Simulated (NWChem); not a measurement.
**UB3LYP/6-31G(d) (spherical functions) run of Si2NH5F (SMILES N[Si](F)[SiH3])**

We compute a geometry optimisation of Si2NH5F. 

The calculation is run with NWChem 7.3.0.

**1. Starting point**

Si2NH5F: 9 atoms, total charge 0, spin state doublet. SMILES: `N[Si](F)[SiH3]`. The coordinates come from a PBE0-D4/def2-TZVP relaxation. This is one conformer, not always the lowest. The run starts from this shape.

Bond lengths: N1–Si2 1.703 Å, Si2–F3 1.616 Å, Si2–Si4 2.346 Å, N1–H5 1.007 Å, N1–H6 1.008 Å, Si4–H7 1.485 Å, Si4–H8 1.492 Å, Si4–H9 1.486 Å. Some angles: N1–Si2–F3 112.7°, N1–Si2–Si4 109.4°, F3–Si2–Si4 108.8°, Si2–N1–H5 122.8°, Si2–N1–H6 123.0°, Si2–Si4–H7 109.3°, Si2–Si4–H8 112.4°, Si2–Si4–H9 108.4°, H5–N1–H6 112.1°, H7–Si4–H8 108.9°.

**2. A structure relaxation at UB3LYP/6-31G(d) (spherical functions)**

fh5nsi2.nw

```
START fh5nsi2
TITLE "FH5NSi2 optimise"
memory 2200 mb

GEOMETRY units bohr
   N     -1.84626242     2.59440500    -1.29181678
   Si    -1.60229878    -0.60924770    -1.09245067
   F     -0.93635929    -1.90994619    -3.77416102
   Si     1.55694535    -1.66862817     1.83133359
   H     -3.29246983     3.46519079    -2.16827176
   H     -0.37454372     3.76660211    -0.99928717
   H      2.13916997    -4.40646338     1.61855043
   H      3.92779575    -0.19558665     1.43033370
   H      0.59526373    -1.12400910     4.41364434
END

BASIS spherical bse
   * library 6-31G*
END

DFT
   xc b3lyp
   mult 2
   grid fine
   convergence energy 1e-07
   maxiter 100
   mulliken
   print low
END

DRIVER
   maxiter 60
END

FREQ
   temp 2 298.15 500
END

TASK dft optimize
TASK dft frequencies
```

Launch:

```sh
$ nwchem fh5nsi2.nw > fh5nsi2.out
```

Standard output:

```text
[...]
 d= 0,ls=0.0,diis     1   -736.5328292871 -9.51D+02  9.96D-03  1.56D-01     3.8
[...]
         Total DFT energy =     -736.610529698856
[...]
@    0    -736.61052970  0.0D+00  0.01291  0.00356  0.00000  0.00000     38.8
[...]
         Total DFT energy =     -736.611067015130
[...]
@    1    -736.61109212 -5.6D-04  0.00350  0.00103  0.01614  0.04856     80.6
[...]
@   18    -736.61127769 -1.3D-07  0.00003  0.00001  0.00216  0.00649    555.3
[...]
         Total DFT energy =   -736.611277707772
[...]
@   19    -736.61127771 -1.5D-08  0.00003  0.00001  0.00102  0.00286    572.5
[...]
         Total DFT energy =     -736.611277742433
[...]
         Total DFT energy =   -736.611277742433
                         DFT ENERGY GRADIENTS
    atom               coordinates                        gradient
                 x          y          z           x          y          z
   1 N       2.726267  -2.333615   0.341574   -0.000022   0.000022   0.000004
   2 Si     -0.083064  -1.083387  -0.760012    0.000025   0.000004  -0.000003
   3 F      -2.586303  -2.372192   0.516180   -0.000008  -0.000005   0.000008
   4 Si     -0.075595   3.290387   0.082912    0.000002  -0.000013  -0.000010
   5 H       3.296823  -4.075453  -0.214978    0.000001  -0.000004   0.000001
   6 H       3.391173  -1.925174   2.094672    0.000002  -0.000008  -0.000006
   7 H      -2.617700   4.394469  -0.386262    0.000001   0.000003   0.000000
   8 H       0.673941   3.867592   2.743342    0.000001  -0.000002   0.000004
   9 H       1.779836   4.522043  -1.633518   -0.000003   0.000003   0.000003
[...]
@   20    -736.61127774 -3.5D-08  0.00002  0.00001  0.00033  0.00095    586.6
[...]
      Optimization converged
[...]
@   20    -736.61127774 -3.5D-08  0.00002  0.00001  0.00033  0.00095    586.6
[...]
 d= 0,ls=0.0,diis     2   -736.6112762610  3.51D-09  9.53D-07  1.41D-08   593.4
[...]
         Total DFT energy =     -736.611276261048
      One electron energy =    -1443.274473275793
           Coulomb energy =      555.209581932949
    Exchange-Corr. energy =      -61.202833490649
 Nuclear repulsion energy =      212.656448572445
[...]
      <S2> =      0.7518 (Exact =     0.7500)
[...]
 Zero-Point correction to Energy  =   33.576 kcal/mol  (  0.053507 au)
 Thermal correction to Energy     =   43.701 kcal/mol  (  0.069642 au)
 Thermal correction to Enthalpy   =   44.694 kcal/mol  (  0.071225 au)
 Total Entropy                    =   98.329 cal/mol-K
   - Translational                =   42.083 cal/mol-K (mol. weight =  93.9945)
   - Rotational                   =   28.122 cal/mol-K (symmetry #  =        1)
   - Vibrational                  =   28.124 cal/mol-K
 Cv (constant volume heat capacity) =   30.482 cal/mol-K
   - Translational                  =    2.979 cal/mol-K
   - Rotational                     =    2.979 cal/mol-K
   - Vibrational                    =   24.523 cal/mol-K
[...]
```

Wall time 17 min (1 thread of Intel Xeon Platinum 8259CL at 2.50GHz (Skylake/Cascade Lake), shared host); peak memory 0.2 GiB.

Step by step:

```
step  energy from the first frame kept (eV)
   0                                 0.0000
   1                                -0.0153
   2                                -0.0168
   3                                -0.0175
   4                                -0.0178
   5                                -0.0182
   6                                -0.0186
   7                                -0.0189
   8                                -0.0190
   9                                -0.0192
  10                                -0.0193
  11                                -0.0194
  12                                -0.0196
  13                                -0.0200
  14                                -0.0202
  15                                -0.0203
  16                                -0.0203
  17                                -0.0203
  18                                -0.0204
  19                                -0.0204
  20                                -0.0204
```

After the run. Bond lengths: N1–Si2 1.728 Å, Si2–F3 1.636 Å, Si2–Si4 2.357 Å, N1–H5 1.014 Å, N1–H6 1.015 Å, Si4–H7 1.487 Å, Si4–H8 1.494 Å, Si4–H9 1.488 Å. Some angles: N1–Si2–F3 113.4°, N1–Si2–Si4 108.1°, F3–Si2–Si4 109.4°, Si2–N1–H5 120.4°, Si2–N1–H6 121.6°, Si2–Si4–H7 110.6°, Si2–Si4–H8 112.3°, Si2–Si4–H9 108.4°, H5–N1–H6 110.8°, H7–Si4–H8 108.5°.

**3. Results**

At UB3LYP/6-31G* (spherical functions):

```
                   quantity          value
    total energy at the end  -736.61128 Eh
                       ⟨S²⟩          0.752
 lowest harmonic wavenumber        81 cm⁻¹
highest harmonic wavenumber      3630 cm⁻¹
          zero-point energy   140.5 kJ/mol
```

**Reading.** At the final geometry: Bond lengths: N1–Si2 1.728 Å, Si2–F3 1.636 Å, Si2–Si4 2.357 Å, N1–H5 1.014 Å, N1–H6 1.015 Å, Si4–H7 1.487 Å, Si4–H8 1.494 Å, Si4–H9 1.488 Å. Some angles: N1–Si2–F3 113.4°, N1–Si2–Si4 108.1°, F3–Si2–Si4 109.4°, Si2–N1–H5 120.4°, Si2–N1–H6 121.6°, Si2–Si4–H7 110.6°, Si2–Si4–H8 112.3°, Si2–Si4–H9 108.4°, H5–N1–H6 110.8°, H7–Si4–H8 108.5°. All 21 modes are real, so the shape is a minimum at this level. The optimisation took 21 steps and changed the energy by -0.020 eV.
